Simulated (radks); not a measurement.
# Sb³⁺ in [Kr] 4d10 5s2: an all-electron calculation

The task here is to estimate one member of a computed series from the others.

The numbers are computed with radks (a radial shooting solver on a logarithmic mesh, Libxc functionals) version 1 (scalar-relativistic Kohn-Sham, OLYP, spin-unpolarised, spherical densities, finite nucleus), except any that are marked as measured or tabulated.

### The atom as given

| Item | Value |
| --- | --- |
| element | antimony (Z = 51) |
| charge | +3 |
| electrons | 48 |
| configuration | [Kr] 4d10 5s2 |
| nuclear rms radius | 4.6802 fm |

Outer shells as boxes (Hund's rule):

Sb³⁺
```
[Kr] core
4d [↑↓][↑↓][↑↓][↑↓][↑↓]
5s [↑↓]
```

Set-up of the first run:

The run's settings:

```text
Z 51
configuration [Kr] 4d10 5s2
relativity scalar-relativistic
functional optx,lyp
spin unpolarised
nucleus finite rms 4.6802 fm
c 137.035999084
```

On the command line:

```console
$ python run_ks.py task.json out
```

This one command runs every case of the session in turn.

One table of the session follows, with a row left open; its other results are not shown here.

It belongs to the step «Radial structure». Radial moments (bohr):

| level | <r> | outermost maximum (interpolated) | 90 % within | nodes |
| --- | --- | --- | --- | --- |
| 1s | 0.02843 | 0.0184 | 0.0511 | 0 |
| 2s | 0.1226 | 0.104 | 0.189 | 1 |
| 2p | 0.1071 | 0.0831 | 0.174 | 0 |
| 3s | ? | ? | ? | ? |
| 3p | 0.3285 | 0.293 | 0.493 | 1 |
| 3d | 0.3050 | 0.244 | 0.480 | 0 |
| 4s | 0.7901 | 0.722 | 1.14 | 3 |
| 4p | 0.8506 | 0.762 | 1.25 | 2 |
| 4d | 1.015 | 0.845 | 1.56 | 1 |
| 5s | 2.025 | 1.80 | 2.93 | 4 |

Q: Estimate the row for 3s from the others.

**Answer.** <r>: 0.3304; outermost maximum (interpolated): 0.300; 90 % within: 0.486; nodes: 2. In the column «<r>» it lies between 3p (0.3285) and 4s (0.7901).
